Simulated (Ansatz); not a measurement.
**BGeO+ (triplet): the correlation ladder, cc-pVDZ**

The task here is to estimate one member of a computed series from the others.

The runs use Ansatz 0.2.0, Gaussian basis; cc-pVDZ, core rule «outside noble gas», up to 16 orbitals frozen.

To be run: UHF; CCSD(T) on ROHF; CCSD(T) on UHF; BCCD(T) on ROHF; CISD; CCSDT(Q) on ROHF; CCSDT(Q) on UHF; CASSCF and MRCISD+Q, 10 electrons in 11 orbitals; CASSCF and NEVPT2, 10 electrons in 11 orbitals.

26 further runs of the same task are left out: 6 for a known fault of the program, 9 that didn't finish, 11 set aside as unsound or not needed.

## The system

The geometry is a PBE0/def2-TZVP stationary point (not a proven minimum) of the parent state, kept for this charge and spin. No spin-orbit coupling is included. The filled d shell of Ge may be among the frozen orbitals whatever the setting's name suggests; the logs give the count.

3 atoms, charge 1, spin multiplicity 3.

Atoms are counted from 1 here; the program's logs count them from 0.

Bond lengths: B1–O2 1.282 Å, O2–Ge3 1.826 Å. Angles: B1–O2–Ge3 180.0°.

The first run:

The input, in.yaml:

```yaml
crystal:
  periodic: [false, false, false]
  atoms:
    - {symbol: B, position_ang: [0.000000, 0.000000, -1.463800]}
    - {symbol: O, position_ang: [0.000000, 0.000000, -0.181300]}
    - {symbol: Ge, position_ang: [0.000000, 0.000000, 1.645100]}
basis:
  gaussian: {orbitals: cc-pVDZ}
total_charge: 1
magnetization: {spin_polarized: true, initial_magnetization: 2}
hamiltonian: {xc: hf}
output: {orbitals: {seedname: orbitals}}
```

Launch:

```bash
$ ansatz run in.yaml --threads 1 --pin off --events-out ev --progress --plain --max-ram 2393MiB
```

Among the steps run: UHF; CCSD(T) on ROHF; CCSD(T) on UHF; BCCD(T) on ROHF; CISD; CCSDT(Q) on ROHF; CCSDT(Q) on UHF; CASSCF and MRCISD+Q, 10 electrons in 11 orbitals; CASSCF and NEVPT2, 10 electrons in 11 orbitals.

One of the session's tables, all rows but one given; the rest of the session is left out.

| method | from UCCSDT(Q) (kJ/mol) |
| --- | --- |
| ROHF | +805.8 |
| UHF | +789.9 |
| RMP2 | +79.3 |
| UMP2 | +76.5 |
| RCCSD | +32.6 |
| UCCSD | +32.1 |
| RCCSD(T) | +5.6 |
| UCCSD(T) | +5.5 |
| BCCD(T) | +5.5 |
| RCCSDT | +3.0 |
| UCCSDT | +2.8 |
| RCCSDT(Q) | +1.1 |
| UCCSDT(Q) | 0 |
| CASSCF valence | ? |
| NEVPT2 valence | +99.1 |
| MRCISD valence | +36.6 |
| MRCISD+Q valence | +11.9 |

**Question.** Estimate the row for CASSCF valence.

**Answer.** from UCCSDT(Q) (kJ/mol): +460.2. In the column «from UCCSDT(Q) (kJ/mol)» it lies between NEVPT2 valence (+99.1) and UHF (+789.9).

Among the levels timed on like hardware and quicker than the yardstick, those that no quicker one beats, quickest first: BCCD(T) (7.5 s, +5.5 kJ/mol); UCCSD(T) (9.5 s, +5.5 kJ/mol).

Not comparable, so not listed: CISD (they don't share determinant, frozen orbitals or solution with the rows shown, or repeat one).

Caveats from the session: Of the multireference levels listed MRCISD+Q valence comes nearest in total energy (+11.9 kJ/mol), which doesn't show that its space is the better one. Restricted and unrestricted rows rest on different reference determinants; where their highest levels disagree by more than a few hundredths of an eV, they describe different states and don't form one ladder.
